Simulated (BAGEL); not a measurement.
**HF/3-21G (density fitting with qzvpp-jkfit) run of B2H6S2 (SMILES [BH2-]1[SH+][BH2-][SH+]1)**

Aim: the vertical singlet–triplet gap of B2H6S2 at HF/3-21G (density fitting with qzvpp-jkfit), from 2 runs. 

The results are computed with BAGEL 1.2.2.

## 1. The system as given

The species is B2H6S2 (10 atoms), meant as a singlet with charge 0. As SMILES, `[BH2-]1[SH+][BH2-][SH+]1`. The shape is that of a PBE0-D4/def2-TZVP optimisation.

Bond lengths: B1–S2 1.961 Å, S2–B3 1.961 Å, B1–S4 1.961 Å, B3–S4 1.961 Å, B1–H5 1.195 Å, B1–H6 1.198 Å, S2–H7 1.346 Å, B3–H8 1.195 Å, B3–H9 1.198 Å, S4–H10 1.346 Å. Some angles: B1–S2–B3 80.4°, S2–B1–S4 96.7°, S2–B3–S4 96.7°, B1–S4–B3 80.4°, B1–S2–H7 98.6°, B3–S2–H7 98.6°, S2–B1–H5 114.0°, S2–B1–H6 105.9°, S4–B1–H5 114.0°, S4–B1–H6 105.9°.

## 2. A single-point energy at HF/3-21G (density fitting with qzvpp-jkfit)

File hf.json:

```json
{ "bagel" : [

{
  "title" : "molecule",
  "basis" : "3-21g",
  "df_basis" : "qzvpp-jkfit",
  "angstrom" : true,
  "geometry" : [
    { "atom" : "B", "xyz" : [   -0.594400,    1.014400,   -0.540900 ] },
    { "atom" : "S", "xyz" : [   -0.927100,   -0.914200,   -0.668800 ] },
    { "atom" : "B", "xyz" : [    0.179400,   -0.879400,    0.950000 ] },
    { "atom" : "S", "xyz" : [    0.947400,    0.902700,    0.665900 ] },
    { "atom" : "H", "xyz" : [   -0.355500,    1.537600,   -1.588800 ] },
    { "atom" : "H", "xyz" : [   -1.492600,    1.459100,    0.115100 ] },
    { "atom" : "H", "xyz" : [    0.031400,   -1.224600,   -1.560700 ] },
    { "atom" : "H", "xyz" : [    0.990400,   -1.755900,    1.004200 ] },
    { "atom" : "H", "xyz" : [   -0.583700,   -0.765100,    1.866200 ] },
    { "atom" : "H", "xyz" : [    1.887500,    0.574300,   -0.239100 ] }
  ]
},
{ "title" : "hf" },
{ "title" : "print", "file" : "orbitals.molden", "orbitals" : true }

]}
```

The run is started by

```
$ BAGEL_NUM_THREADS=1 BAGEL hf.json > hf.out
```

Standard output:

```text
* using 1 threads per process

  ===============================================================
  ===============================================================

  *** Geometry ***

  { "atom" : "B", "xyz" : [     -1.123253,      1.916938,     -1.022153 ] },
  { "atom" : "S", "xyz" : [     -1.751965,     -1.727588,     -1.263849 ] },
  { "atom" : "B", "xyz" : [      0.339017,     -1.661825,      1.795240 ] },
  { "atom" : "S", "xyz" : [      1.790327,      1.705856,      1.258369 ] },
  { "atom" : "H", "xyz" : [     -0.671798,      2.905643,     -3.002397 ] },
  { "atom" : "H", "xyz" : [     -2.820605,      2.757299,      0.217507 ] },
  { "atom" : "H", "xyz" : [      0.059337,     -2.314159,     -2.949296 ] },
  { "atom" : "H", "xyz" : [      1.871585,     -3.318170,      1.897663 ] },
  { "atom" : "H", "xyz" : [     -1.103033,     -1.445829,      3.526607 ] },
  { "atom" : "H", "xyz" : [      3.566858,      1.085270,     -0.451834 ] },

  Number of auxiliary basis functions:      514

  Since a DF basis is specified, we compute 2- and 3-index integrals:
    o Being stored without compression. Storage requirement is 0.013 GB

  Number of basis functions:       56
  Number of electrons      :       48

    * METHOD: MOLECULE                             0.15

  *** RHF ***

  === Nuclear Repulsion ===
   200.3682039275

      * DIIS with orbital gradients will be used.

  === RHF iteration (3-21g) ===
      0       -843.61543624          0.01098698           0.04
      1       -843.66990355          0.00245019           0.03
      2       -843.67304918          0.00047216           0.03
      3       -843.67320205          0.00010890           0.04
      4       -843.67321066          0.00002449           0.03
      5       -843.67321129          0.00000504           0.03
      6       -843.67321133          0.00000131           0.04
      7       -843.67321133          0.00000032           0.03
      8       -843.67321133          0.00000007           0.03
      9       -843.67321133          0.00000002           0.04
     10       -843.67321133          0.00000000           0.03
    * SCF iteration converged.

    * Permanent dipole moment:
           (   -0.729072,     0.245258,     0.689929) a.u.

    * METHOD: HF                                   0.46

    * METHOD: PRINT                                0.00

  ===============================================================
```

Wall time 0.79 s (1 thread of Intel Xeon 6975P-C (Granite Rapids), shared host).

## 3. The triplet at the same level

File calc.json:

```json
{ "bagel" : [

{
  "title" : "molecule",
  "basis" : "3-21g",
  "df_basis" : "qzvpp-jkfit",
  "angstrom" : true,
  "geometry" : [
    { "atom" : "B", "xyz" : [   -0.594400,    1.014400,   -0.540900 ] },
    { "atom" : "S", "xyz" : [   -0.927100,   -0.914200,   -0.668800 ] },
    { "atom" : "B", "xyz" : [    0.179400,   -0.879400,    0.950000 ] },
    { "atom" : "S", "xyz" : [    0.947400,    0.902700,    0.665900 ] },
    { "atom" : "H", "xyz" : [   -0.355500,    1.537600,   -1.588800 ] },
    { "atom" : "H", "xyz" : [   -1.492600,    1.459100,    0.115100 ] },
    { "atom" : "H", "xyz" : [    0.031400,   -1.224600,   -1.560700 ] },
    { "atom" : "H", "xyz" : [    0.990400,   -1.755900,    1.004200 ] },
    { "atom" : "H", "xyz" : [   -0.583700,   -0.765100,    1.866200 ] },
    { "atom" : "H", "xyz" : [    1.887500,    0.574300,   -0.239100 ] }
  ]
},
{
  "title" : "uhf",
  "nopen" : 2
},
{
  "title" : "print",
  "file" : "orbitals.molden",
  "orbitals" : true
}

]}
```

The run is started by

```
$ BAGEL_NUM_THREADS=1 BAGEL calc.json > calc.out
```

Standard output:

```text
* using 1 threads per process

  ===============================================================
  ===============================================================

  *** Geometry ***

  { "atom" : "B", "xyz" : [     -1.123253,      1.916938,     -1.022153 ] },
  { "atom" : "S", "xyz" : [     -1.751965,     -1.727588,     -1.263849 ] },
  { "atom" : "B", "xyz" : [      0.339017,     -1.661825,      1.795240 ] },
  { "atom" : "S", "xyz" : [      1.790327,      1.705856,      1.258369 ] },
  { "atom" : "H", "xyz" : [     -0.671798,      2.905643,     -3.002397 ] },
  { "atom" : "H", "xyz" : [     -2.820605,      2.757299,      0.217507 ] },
  { "atom" : "H", "xyz" : [      0.059337,     -2.314159,     -2.949296 ] },
  { "atom" : "H", "xyz" : [      1.871585,     -3.318170,      1.897663 ] },
  { "atom" : "H", "xyz" : [     -1.103033,     -1.445829,      3.526607 ] },
  { "atom" : "H", "xyz" : [      3.566858,      1.085270,     -0.451834 ] },

  Number of auxiliary basis functions:      514

  Since a DF basis is specified, we compute 2- and 3-index integrals:
    o Being stored without compression. Storage requirement is 0.013 GB

  Number of basis functions:       56
  Number of electrons      :       48

    * METHOD: MOLECULE                             0.15

  *** Open-shell HF ***

  === Nuclear Repulsion ===
   200.3682039275

      * DIIS with orbital gradients will be used.

  === UHF iteration (3-21g) ===
      0       -843.31875383          0.02325761           0.08
      1       -843.38759821          0.00505571           0.07
      2       -843.39240938          0.00160372           0.07
      3       -843.39307995          0.00045998           0.07
      4       -843.39318318          0.00012195           0.07
      5       -843.39320995          0.00004838           0.06
      6       -843.39321758          0.00001913           0.07
      7       -843.39321912          0.00000658           0.07
      8       -843.39321935          0.00000149           0.06
      9       -843.39321937          0.00000056           0.07
     10       -843.39321938          0.00000035           0.06
     11       -843.39321938          0.00000028           0.06
     12       -843.39321938          0.00000025           0.07
     13       -843.39321938          0.00000021           0.06
     14       -843.39321938          0.00000017           0.07
     15       -843.39321938          0.00000012           0.07
     16       -843.39321938          0.00000009           0.06
     17       -843.39321938          0.00000007           0.07
     18       -843.39321938          0.00000006           0.07
     19       -843.39321938          0.00000006           0.06
     20       -843.39321938          0.00000005           0.07
     21       -843.39321938          0.00000004           0.07
     22       -843.39321938          0.00000003           0.06
     23       -843.39321938          0.00000003           0.07
     24       -843.39321938          0.00000002           0.06
     25       -843.39321938          0.00000002           0.06
     26       -843.39321938          0.00000002           0.07
     27       -843.39321938          0.00000001           0.06
     28       -843.39321938          0.00000001           0.07
    * SCF iteration converged.

    * S^2 (UHF) is 2.0138

    * Permanent dipole moment:
           (   -0.804157,     0.271284,     0.761928) a.u.

    * METHOD: UHF                                  1.99

    * METHOD: PRINT                                0.00

  ===============================================================
```

Run time: 2.3 s. Hardware: 1 thread of Intel Xeon 6975P-C (Granite Rapids), shared host.

## 4. Summary of results

Level: HF/3-21G (density fitting with qzvpp-jkfit).

| quantity | value |
| --- | --- |
| singlet: total energy | -843.67321 Eh |
| singlet: dipole moment | 2.63 D |
| singlet: HOMO energy | -11.29 eV |
| singlet: LUMO energy | 3.97 eV |
| singlet: HOMO–LUMO gap | 15.27 eV |
| triplet: total energy | -843.39322 Eh |
| triplet: dipole moment | 2.90 D |
| triplet: ⟨S²⟩ | 2.014 |
| vertical energy of the triplet above the singlet | 7.619 eV |

At this shape the triplet lies 7.62 eV (176 kcal/mol) above the singlet.
